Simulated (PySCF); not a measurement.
# C5H7Cl2N: the cost of one run

Programs: PySCF 2.14.0, with routines of our own; each step states its level. All values are computed. Atoms count from 0.

## 1. The system as given

15 atoms, charge 0, multiplicity 1; geometry from: GFN2-xTB.

## 2. Optimising the geometry at PBE0-D3(BJ)/def2-SVP

Job settings and geometry (Å):

```
{"job": {"xc": "PBE0", "basis": "def2-SVP", "d3": "d3bj", "grid": 2, "kind": "geom"}, "charge": 0, "multiplicity": 1}
C     -0.912981    -1.126322    -0.151511
N     -0.749689     0.308829    -0.197920
C     -1.774426     1.063628     0.483115
C      0.546948     0.748313    -0.233913
Cl     0.781170     2.481326    -0.266638
C      1.605855     0.000274    -0.453707
C      2.717825    -0.656391    -0.444202
Cl     3.577547    -1.033217     1.043949
H     -0.272916    -1.582267    -0.906023
H     -0.647977    -1.545151     0.826235
H     -1.952304    -1.365580    -0.370292
H     -1.792492     0.848035     1.558462
H     -1.610227     2.128224     0.340619
H     -2.742343     0.798548     0.057214
H      3.221597    -1.060260    -1.307300
```

Run with:

```sh
OMP_NUM_THREADS=1 python excited_run.py task.json out
```

One launch serves the whole session: the jobs run in the order shown.

Q: Estimate the wall time and peak memory of this first job on 1 thread of Arm Neoverse N1, shared host.

About 3.3 min, with a peak of 0.75 GiB.
